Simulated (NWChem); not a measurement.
# triplet C2H7NSi at 6 levels

We compute a comparison of 6 runs (UHF/STO-3G, UHF/3-21G, UB3LYP/6-31G*, UM06-2X/6-31G*, UPBE0/6-31G*) of triplet C2H7NSi. 

The calculation is run with NWChem 7.3.0.

4 further runs of the same task are left out: 4 set aside as unsound or not needed. Runs told in other sessions of the task aren't counted.

### 1 The molecule

C2H7NSi: 11 atoms, total charge 0, spin state triplet. SMILES of the parent species: `C=N[SiH2]C`. The coordinates come from a PBE0-D4/def2-TZVP relaxation. That shape belongs to the parent species and isn't relaxed for this state.

Bond lengths: C1–N2 1.257 Å, N2–Si3 1.747 Å, Si3–C4 1.862 Å, C1–H5 1.097 Å, C1–H6 1.103 Å, Si3–H7 1.497 Å, Si3–H8 1.486 Å, C4–H9 1.092 Å, C4–H10 1.093 Å, C4–H11 1.092 Å. Some angles: C1–N2–Si3 124.0°, N2–Si3–C4 108.8°, N2–C1–H5 120.4°, N2–C1–H6 124.2°, N2–Si3–H7 110.9°, N2–Si3–H8 106.9°, C4–Si3–H7 110.6°, C4–Si3–H8 110.8°, Si3–C4–H9 110.4°, Si3–C4–H10 110.6°.

### 2 The energy at UHF/STO-3G (run 1)

Contents of c2h7nsi.xyz:

```xyz
11
C2H7NSi hf
C     -0.763200     2.027200     0.389900
N     -0.749500     1.001600    -0.336400
Si    -0.379200    -0.602800     0.247400
C      1.068600    -1.271000    -0.713200
H     -0.997700     3.009000    -0.039500
H     -0.550300     2.023600     1.471900
H     -0.075100    -0.581600     1.713400
H     -1.590400    -1.434700     0.023400
H      0.849500    -1.270200    -1.783000
H      1.292800    -2.296000    -0.407900
H      1.959900    -0.662200    -0.545500
```

Contents of c2h7nsi.nw:

```
start c2h7nsi
title "C2H7NSi hf"
memory stack 880 mb heap 220 mb global 1100 mb

geometry noautosym nocenter noautoz
  load format xyz c2h7nsi.xyz
end

basis spherical bse
  * library STO-3G
end

scf
  triplet
  uhf
  thresh 1e-08
  maxiter 80
  print low
end

task scf energy
```

Command:

```sh
nwchem c2h7nsi.nw > c2h7nsi.out
```

Standard output:

```text
[...]
  functions       =    31
[...]
  wavefunction    = UHF
[...]
         Total SCF energy =   -418.106234378205
      One electron energy =   -894.398828951965
      Two electron energy =    316.769710980379
 Nuclear repulsion energy =    159.522883593381
                       Sz =      1.0000
                 Sz(Sz+1) =      2.0000
                      S^2 =      2.0071
[...]
```

It took 2.9 s on 1 thread of Intel Xeon 6975P-C (Granite Rapids), shared host; peak memory 0.094 GiB.

### 3 The energy at UHF/3-21G (run 2)

Contents of struct.nw:

```
START struct
memory 2200 mb

GEOMETRY units atomic noautosym nocenter noautoz
C     -1.44223898     3.83085280     0.73680422
N     -1.41634973     1.89274969    -0.63570387
Si    -0.71658415    -1.13912691     0.46751824
C      2.01936134    -2.40184190    -1.34775267
H     -1.88537975     5.68618591    -0.07464418
H     -1.03991629     3.82404979     2.78148788
H     -0.14191843    -1.09906471     3.23785674
H     -3.00542043    -2.71119007     0.04421959
H      1.60532234    -2.40033012    -3.36938168
H      2.44303793    -4.33881118    -0.77081929
H      3.70367423    -1.25137664    -1.03084560
END

BASIS "ao basis" spherical bse
* library 3-21G
END

SCF
triplet
uhf
thresh 1e-08
maxiter 80
noprint "final vectors analysis"
END

TASK scf energy
```

Command:

```sh
nwchem struct.nw > struct.out
```

Standard output:

```text
[...]
  functions       =    54
[...]
  wavefunction    = UHF
[...]
         Total SCF energy =   -420.800430236509
      One electron energy =   -895.126577747845
      Two electron energy =    314.803275426625
 Nuclear repulsion energy =    159.522872084711
                       Sz =      1.0000
                 Sz(Sz+1) =      2.0000
                      S^2 =      2.0151
[...]
```

Wall time 3.6 s (1 thread of Intel Xeon 6975P-C (Granite Rapids), shared host); peak memory 0.096 GiB.

Runs 3 to 5 aren't shown in full; the table further down has their settings and results.

### 4 A single-point energy at UPBE0/6-31G(d) (spherical functions) (run 6)

Contents of run.py:

```python
from ase import Atoms
from ase.calculators.nwchem import NWChem

system = Atoms('CNSiCHHHHHHH', positions=[
    [-0.763200, 2.027200, 0.389900],
    [-0.749500, 1.001600, -0.336400],
    [-0.379200, -0.602800, 0.247400],
    [1.068600, -1.271000, -0.713200],
    [-0.997700, 3.009000, -0.039500],
    [-0.550300, 2.023600, 1.471900],
    [-0.075100, -0.581600, 1.713400],
    [-1.590400, -1.434700, 0.023400],
    [0.849500, -1.270200, -1.783000],
    [1.292800, -2.296000, -0.407900],
    [1.959900, -0.662200, -0.545500],
])

calc = NWChem(
    label='mol',
    theory='dft',
    memory='2200 mb',
    basis='6-31G*',
    basispar='spherical bse',
    dft={'xc': 'pbe0', 'mult': '3', 'grid': 'xfine', 'convergence': 'energy 1e-08', 'iterations': '100', 'mulliken': None},
    task='energy',
)
system.calc = calc

e = system.get_potential_energy()
print(f"E = {e:.6f} eV")
```

Command:

```sh
export ASE_NWCHEM_COMMAND="nwchem PREFIX.nwi > PREFIX.nwo"
python run.py
```

Standard output:

```text
E = -11543.554222 eV
```

The calculator wrote mol.nwi:

```
title "mol"

permanent_dir mol

scratch_dir mol

start mol

geometry units angstrom nocenter noautosym noautoz
  C  -7.6319999999999999e-01 2.0272000000000001e+00 3.8990000000000002e-01
  N  -7.4950000000000006e-01 1.0016000000000000e+00 -3.3639999999999998e-01
  Si -3.7919999999999998e-01 -6.0280000000000000e-01 2.4740000000000001e-01
  C  1.0686000000000000e+00 -1.2709999999999999e+00 -7.1319999999999995e-01
  H  -9.9770000000000003e-01 3.0089999999999999e+00 -3.9500000000000000e-02
  H  -5.5030000000000001e-01 2.0236000000000001e+00 1.4719000000000000e+00
  H  -7.5100000000000000e-02 -5.8160000000000001e-01 1.7134000000000000e+00
  H  -1.5904000000000000e+00 -1.4347000000000001e+00 2.3400000000000001e-02
  H  8.4950000000000003e-01 -1.2702000000000000e+00 -1.7829999999999999e+00
  H  1.2927999999999999e+00 -2.2959999999999998e+00 -4.0789999999999998e-01
  H  1.9599000000000000e+00 -6.6220000000000001e-01 -5.4549999999999998e-01
end

memory 2200 mb

basis spherical bse noprint
   * library 6-31G*
end

dft
  xc pbe0
  mult 3
  grid xfine
  convergence energy 1e-08
  iterations 100
  mulliken
end

task dft energy
```

mol.nwo:

```text
Northwest Computational Chemistry Package (NWChem) 7.3.0
             --------------------------------------------------------

           Job information
           ---------------

    nwchem branch   = 7.3.0
    use scalapack   = T
    input           = mol.nwi
    prefix          = mol.
    data base       = mol/mol.db
    status          = startup
    nproc           =        1

           Memory information
           ------------------

    heap     =     72089600 doubles =      550.0 Mbytes
    stack    =     72089597 doubles =      550.0 Mbytes
    global   =    144179200 doubles =     1100.0 Mbytes (distinct from heap & stack)
    total    =    288358397 doubles =     2200.0 Mbytes
    verify   = yes
    hardfail = no

           Directory information
           ---------------------

  0 permanent = mol
  0 scratch   = mol

                                NWChem Input Module
                                -------------------

                                        mol
                                        ---

[... 26 lines left out ...]
            Nuclear Dipole moment (a.u.)
[... 72 lines left out ...]
  convergence criterion.
[... 16 lines left out ...]
          Convergence on density requested:  1.00D-05
[... 23 lines left out ...]
          Spatial weights used:  Erf1
[... 3 lines left out ...]
          Convergence aids based upon iterative change in
[... 89 lines left out ...]
         Total DFT energy =     -424.217796598336
[... 1 line left out ...]
           Coulomb energy =      356.167763208153
[... 1 line left out ...]
 Nuclear repulsion energy =      159.522883593381
[... 526 lines left out ...]
                     DFT Final Beta Molecular Orbital Analysis
[... 595 lines left out ...]
   alpha     61     62     63     64     65     66     67     68     69     70
    beta     61     62     63     64     65     66     67     68     69     70
 overlap   0.988  0.968  0.993  0.977  0.997  0.996  0.875  0.758  0.919  0.840

   alpha     71     72     73     74
    beta     71     72     73     74
 overlap   0.991  1.000  0.996  0.997

     --------------------------
     Expectation value of S2:
     --------------------------
      <S2> =      2.0060 (Exact =     2.0000)

 center of mass
 --------------
 x =  -0.42805715 y =   0.12972864 z =  -0.03189150

 moments of inertia (a.u.)
 ------------------
         484.371049863385         160.829247534946          57.739936642676
         160.829247534946         210.694973684383         -60.676249760030
          57.739936642676         -60.676249760030         552.079358030800

     Multipole analysis of the density
     ---------------------------------

     L   x y z        total         alpha         beta         nuclear
     -   - - -        -----         -----         ----         -------
     0   0 0 0     -0.000000    -21.000000    -19.000000     40.000000

     1   1 0 0      0.329351      8.977424      6.156418    -14.804491
[... 8 lines of this table left out ...]
     2   0 0 2    -23.739937    -39.818154    -35.204000     51.282217

 Task  times  cpu:       53.7s     wall:       53.7s
 Total times  cpu:       53.8s     wall:       53.8s
```

Wall time 55 s (1 thread of Intel Xeon 6975P-C (Granite Rapids), shared host); peak memory 0.14 GiB.

### 5 The series

| run | level | Cartesian functions | iteration cap | energy (Eh) | ⟨S²⟩ | wall time |
| --- | --- | --- | --- | --- | --- | --- |
| 1 | UHF/STO-3G | no | 80 | -418.106234 | 2.007 | 2.9 s |
| 2 | UHF/3-21G | no | 80 | -420.800430 | 2.015 | 3.6 s |
| 3 | UB3LYP/6-31G* (Cartesian functions) | yes | 100 | -424.532050 | 2.006 | 58 s |
| 4 | UB3LYP/6-31G* (spherical functions) | no | 100 | -424.527626 | 2.006 | 53 s |
| 5 | UM06-2X/6-31G* (spherical functions) | no | 100 | -424.401692 | 2.006 | 77 s |
| 6 | UPBE0/6-31G* (spherical functions) | no | 100 | -424.217797 | 2.006 | 55 s |

### 6 Results

| quantity | value |
| --- | --- |
| run 6: total energy | -424.21780 Eh |
| run 6: dipole moment | 1.06 D |
| run 6: HOMO energy (highest over α and β) | -3.12 eV |
| run 6: ⟨S²⟩ | 2.006 |

In words: Over runs 2, 4, 5, 6 the dipole moment (its size) runs from 1.03 D (UB3LYP/6-31G*) to 1.18 D (UHF/3-21G). The two ends differ in method and basis. Totals of different functionals can't be ranked against each other. In run 1 the basis is minimal, so the values are rough. All runs together took 4.1 min, the longest 77 s.
